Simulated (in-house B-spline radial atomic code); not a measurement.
**Cd⁺: a fraction of an electron removed from 4d**

How does the CAM-B3LYP energy of Cd⁺ change when part of an electron is removed from 4d?

Method: scalar-relativistic (spin-free one-electron X2C) CAM-B3LYP, spin-polarised, spherical fractional occupations, Fermi nucleus, basis-set limit. Code: in-house B-spline radial atomic code version 1.

**1. Starting point**

```
element       : cadmium (Z = 48)
charge        : +1
electrons     : 47
configuration : [Kr] 4d10 5s1
Hamiltonian   : scalar-relativistic (X2C)
nucleus       : Fermi, rms radius 4.609 fm
```

Outer shells as boxes (Hund's rule):

[Kr] 4d10 5s1
```
[Kr] core
4d [↑↓][↑↓][↑↓][↑↓][↑↓]
5s [↑ ]
```

Where spins are not typed, each open shell is filled with up spins first.

**2. The start, at fraction 0**

The run's settings:

```ini
Z = 48
electrons = 47.0
configuration = [Kr] 4d10 5s1
hamiltonian = x2c
method = camb3lyp
spin_polarised = True
nucleus = fermi
rms_radius = 4.6087
mass_number = 114
atomic_mass = 113.903364998
speed_of_light = 137.035999084
```

**3. 0.08 electron removed from 4d**

The settings differ from step 2 so:

```diff
@@ -1,4 +1,4 @@
 Z = 48
-electrons = 47.0
-configuration = [Kr] 4d10 5s1
+electrons = 46.92
+configuration = [Kr] 4d9.92 5s1
 hamiltonian = x2c
```

**4. 0.18 electron removed from 4d**

The settings differ from step 3 so:

```diff
@@ -1,4 +1,4 @@
 Z = 48
-electrons = 46.92
-configuration = [Kr] 4d9.92 5s1
+electrons = 46.82
+configuration = [Kr] 4d9.82 5s1
 hamiltonian = x2c
```

**5. 0.28 electron removed from 4d**

The settings differ from step 4 so:

```diff
@@ -1,4 +1,4 @@
 Z = 48
-electrons = 46.82
-configuration = [Kr] 4d9.82 5s1
+electrons = 46.72
+configuration = [Kr] 4d9.72 5s1
 hamiltonian = x2c
```

**6. 0.49 electron removed from 4d**

The settings differ from step 5 so:

```diff
@@ -1,4 +1,4 @@
 Z = 48
-electrons = 46.72
-configuration = [Kr] 4d9.72 5s1
+electrons = 46.51
+configuration = [Kr] 4d9.51 5s1
 hamiltonian = x2c
```

**7. 0.5 electron removed from 4d**

The settings differ from step 6 so:

```diff
@@ -1,4 +1,4 @@
 Z = 48
-electrons = 46.51
-configuration = [Kr] 4d9.51 5s1
+electrons = 46.5
+configuration = [Kr] 4d9.5 5s1
 hamiltonian = x2c
```

**8. 0.52 electron removed from 4d**

The settings differ from step 7 so:

```diff
@@ -1,4 +1,4 @@
 Z = 48
-electrons = 46.5
-configuration = [Kr] 4d9.5 5s1
+electrons = 46.480000000000004
+configuration = [Kr] 4d9.48 5s1
 hamiltonian = x2c
```

**9. 0.63 electron removed from 4d**

The settings differ from step 8 so:

```diff
@@ -1,4 +1,4 @@
 Z = 48
-electrons = 46.480000000000004
-configuration = [Kr] 4d9.48 5s1
+electrons = 46.37
+configuration = [Kr] 4d9.37 5s1
 hamiltonian = x2c
```

**10. 0.87 electron removed from 4d**

The settings differ from step 9 so:

```diff
@@ -1,4 +1,4 @@
 Z = 48
-electrons = 46.37
-configuration = [Kr] 4d9.37 5s1
+electrons = 46.13
+configuration = [Kr] 4d9.13 5s1
 hamiltonian = x2c
```

**11. 0.91 electron removed from 4d**

The settings differ from step 10 so:

```diff
@@ -1,4 +1,4 @@
 Z = 48
-electrons = 46.13
-configuration = [Kr] 4d9.13 5s1
+electrons = 46.09
+configuration = [Kr] 4d9.09 5s1
 hamiltonian = x2c
```

**12. 1 electron removed from 4d**

The settings differ from step 11 so:

```diff
@@ -1,4 +1,4 @@
 Z = 48
-electrons = 46.09
-configuration = [Kr] 4d9.09 5s1
+electrons = 46.0
+configuration = [Kr] 4d9 5s1
 hamiltonian = x2c
```

Before running: How does the energy change with the fraction, and which way and how far does it bend from the straight line between the ends?

The runs gave:

| fraction | energy change (eV) | less the straight line (eV) | level 4d down (eV) | sum of <r²> (bohr²) |
| --- | --- | --- | --- | --- |
| 0 | 0.0000 | 0.0000 | -24.012 | 38.284 |
| 0.08 | 1.9586 | -0.4511 | -24.954 | 37.779 |
| 0.18 | 4.5134 | -0.9084 | -26.146 | 37.170 |
| 0.28 | 7.1882 | -1.2456 | -27.353 | 36.584 |
| 0.49 | 13.2026 | -1.5567 | -29.937 | 35.420 |
| 0.5 | 13.5026 | -1.5579 | -30.062 | 35.367 |
| 0.52 | 14.1063 | -1.5566 | -30.311 | 35.261 |
| 0.63 | 17.5165 | -1.4597 | -31.695 | 34.689 |
| 0.87 | 25.4907 | -0.7145 | -34.770 | 33.506 |
| 0.91 | 26.8919 | -0.5181 | -35.290 | 33.317 |
| 1 | 30.1210 | 0.0000 | -36.468 | 32.900 |

What this shows: From fraction 0 to 1 the energy changes by 30.121 eV. It sags under the straight line by up to 1.56 eV (at 0.5). Slater's transition state, the slope from the orbital energy at fraction 0.5 (Janak's theorem), gives 30.062 eV for the whole step. Here exact exchange is taken at spherical fractional occupations, which leaves self-interaction in open p, d and f shells; that spoils the energies somewhat, at whole numbers too.
